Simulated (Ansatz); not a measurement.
**CH11B2GaSi2: a ladder of functionals and wavefunction methods**

One table from this session's results is given with a row withheld; the runs are named, their logs left out.

Computed with Ansatz 0.2.0, Gaussian basis. Level: functionals in def2-TZVPP, the program's frozen cores in correlated methods.

The runs, in order: LDA (SPW92), PBE-D4, revPBE-D4, BLYP-D4, r2SCAN-D4, B97M-V, PBE0-D4, B3LYP-D4, r2SCANh-D4, r2SCAN0-D4, HSE06-D4, BHLYP-D4, CAM-B3LYP-D4, LC-ωPBE, ωB97X-V, ωB97M-V, B2PLYP, PBE-QIDH; CCSD(T)/def2-SVP; CCSD(T)/def2-TZVPP; MP2/def2-QZVPP; extrapolation to the limit; RPA on PBE.

## Structure used throughout

The geometry comes from an earlier relaxation with PBE0-D4 in a triple-zeta def2 set; it is a stationary point, not always the lowest conformer.

17 atoms, charge 0, spin multiplicity 1.

Atoms are counted from 1 here; the program's logs count them from 0.

Bond lengths: C1–B2 1.526 Å, C1–H7 1.097 Å, C1–H8 1.094 Å, C1–H9 1.093 Å, B2–B3 1.522 Å, B3–Si4 2.011 Å, B3–Ga5 2.197 Å, B3–H10 1.191 Å, Si4–Ga5 2.678 Å, Si4–H11 1.486 Å, Si4–H12 1.546 Å, Si4–H13 1.484 Å, Ga5–Si6 2.414 Å, Ga5–H14 1.566 Å, Si6–H15 1.489 Å, Si6–H16 1.492 Å, Si6–H17 1.493 Å. Angles: B2–C1–H7 109.0°, B2–C1–H8 111.0°, B2–C1–H9 113.0°, H7–C1–H8 107.4°, H7–C1–H9 107.2°, H8–C1–H9 109.0°, C1–B2–B3 172.9°, B2–B3–Si4 104.2°, B2–B3–Ga5 85.4°, B2–B3–H10 136.6°, Si4–B3–Ga5 78.9°, Si4–B3–H10 117.8°, Ga5–B3–H10 111.4°, B3–Si4–Ga5 53.6°, B3–Si4–H11 118.0°, B3–Si4–H12 106.9°, B3–Si4–H13 113.7°, Ga5–Si4–H11 114.9° and more.

The first run:

Input file in.yaml:

```yaml
crystal:
  periodic: [false, false, false]
  atoms:
    - {symbol: C, position_ang: [0.616543, 0.329181, 2.220978]}
    - {symbol: B, position_ang: [1.273824, 0.302367, 0.844100]}
    - {symbol: B, position_ang: [1.820050, 0.126717, -0.565516]}
    - {symbol: Si, position_ang: [0.934112, -1.550554, -1.234344]}
    - {symbol: Ga, position_ang: [-0.122745, 0.910519, -1.227597]}
    - {symbol: Si, position_ang: [-2.232597, 0.688430, -0.076007]}
    - {symbol: H, position_ang: [-0.145861, -0.457506, 2.267986]}
    - {symbol: H, position_ang: [1.346978, 0.123097, 3.008568]}
    - {symbol: H, position_ang: [0.117806, 1.277243, 2.438413]}
    - {symbol: H, position_ang: [2.713179, 0.579266, -1.210956]}
    - {symbol: H, position_ang: [0.357390, -2.482430, -0.230451]}
    - {symbol: H, position_ang: [-0.328000, -1.113328, -2.012882]}
    - {symbol: H, position_ang: [1.737733, -2.291183, -2.237823]}
    - {symbol: H, position_ang: [0.014406, 1.629268, -2.611748]}
    - {symbol: H, position_ang: [-3.413781, 0.735201, -0.981042]}
    - {symbol: H, position_ang: [-2.297276, -0.592943, 0.685700]}
    - {symbol: H, position_ang: [-2.391780, 1.786655, 0.922622]}
basis:
  gaussian: {orbitals: def2-TZVPP}
hamiltonian: {xc: lda}
output: {orbitals: {seedname: orbitals}}
```

Command:

```bash
ansatz run in.yaml --threads 2 --pin off --events-out ev --progress --plain --max-ram 22528MiB --backend cuda --devices 0, --max-vram 18GiB
```

Among the steps run: LDA; PBE-D4 (GGA); revPBE-D4 (GGA); BLYP-D4 (GGA); r2SCAN-D4 (meta-GGA); B97M-V (meta-GGA); B3LYP-D4 (hybrid); r2SCANh-D4 (hybrid); r2SCAN0-D4 (hybrid); HSE06-D4 (hybrid); BHLYP-D4 (hybrid); CAM-B3LYP-D4 (range-separated); LC-ωPBE (range-separated); ωB97X-V (range-separated); ωB97M-V (range-separated); B2PLYP (double hybrid); PBE-QIDH (double hybrid).

One table of the session follows, with a row left open; its other results are not shown here.

It belongs to the step «Orbital energies across the functionals». 

```
  functional  HOMO (eV)  LUMO (eV)  gap (eV)
 LDA (SPW92)      -5.89      -2.59      3.30
      PBE-D4      -5.77      -2.42      3.35
   revPBE-D4      -5.71      -2.34      3.37
     BLYP-D4      -5.57      -2.26      3.31
   r2SCAN-D4      -5.94      -2.17      3.76
      B97M-V      -6.02      -2.25      3.78
     PBE0-D4      -6.68      -1.57      5.11
    B3LYP-D4      -6.46      -1.74      4.72
  r2SCANh-D4      -6.28      -1.88      4.40
  r2SCAN0-D4      -6.80      -1.44      5.36
    HSE06-D4      -6.30      -1.94      4.35
    BHLYP-D4      -7.42      -0.60      6.82
CAM-B3LYP-D4          ?          ?         ?
     LC-ωPBE      -9.05       0.58      9.63
     ωB97X-V      -8.75       0.49      9.23
     ωB97M-V      -8.61       0.26      8.87
```

Q: Estimate the row for CAM-B3LYP-D4 from the others.

As computed: HOMO (eV): -7.80; LUMO (eV): -0.48; gap (eV): 7.32. In the column «HOMO (eV)» it lies between ωB97M-V (-8.61) and BHLYP-D4 (-7.42).
